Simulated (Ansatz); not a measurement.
Runs of Ansatz 0.2.0 on Ba2Tl5V3O12. Symmetry: P-42m, No. 111, tetragonal system. Conventional cell: a = 10.975 Å, b = 10.975 Å, c = 6.604 Å, α = 90.00°, β = 90.00°, γ = 90.00°. Ba (site symmetry 222) is surrounded by 4 O at 2.58 Å. V (site symmetry -42m) is surrounded by 4 O at 1.73 Å. Around V (site symmetry 222) lie 4 O at 1.73 Å. Tl (site symmetry -42m) has 4 O at 2.65 Å as nearest neighbours. Around Tl (site symmetry m) lie 3 O at 2.50 to 2.65 Å. Around O (site symmetry m) lie 1 V at 1.73 Å. Around O (site symmetry 1) lie 1 V at 1.73 Å. The cell was built by a generator and needn't be a form met in nature.

```csv
task,level,cell,k mesh,cutoff (eV),smearing,gap on the mesh (eV),pressure (GPa),moment (μB),relaxed volume (Å³/atom)
relaxation of cell and atoms,PBEsol+D3(BJ),relaxed,2 × 2 × 3,420,fermi-dirac 0.05 eV,(b),0.0,0.00,(a)
relaxation of cell and atoms,r2SCAN+rVV10,relaxed,2 × 2 × 3,500,fermi-dirac 0.05 eV,2.56,0.0,0.00,32.09
Born charges and dielectric tensor,PBE,as given,2 × 2 × 3,420,gaussian 0.01 eV,2.60,-,0.00,-
single point,PBE,as given,3 × 3 × 4,420,fermi-dirac 0.05 eV,2.57,0.0,0.00,-
```

Alike in all rows: potentials or basis Ansatz PAW; spin collinear, ferromagnetic start.

**Question.** Estimate the missing entries.

**Answer.** (a) 31.68; (b) 2.31.

Caveats: odd divisions of the mesh miss points on the zone boundary, where band edges often lie, so the gap on the mesh can be too wide; spin-orbit coupling is left out, which as a rule narrows the gap of such compounds by several tenths of an eV; the plane-wave basis is chosen anew once the cell has moved, so the energies of steps on either side of that aren't comparable (some runs); the PAW data sets come from PBE, with cores solved anew for the run's functional, which leaves a small shift of forces and pressure (some runs); the magnetic or orbital state may not be the lowest (some runs).

A k mesh can miss the band edges, and the runs leave out spin-orbit coupling on Ba, Tl.

Not every run made on this cell is shown here.
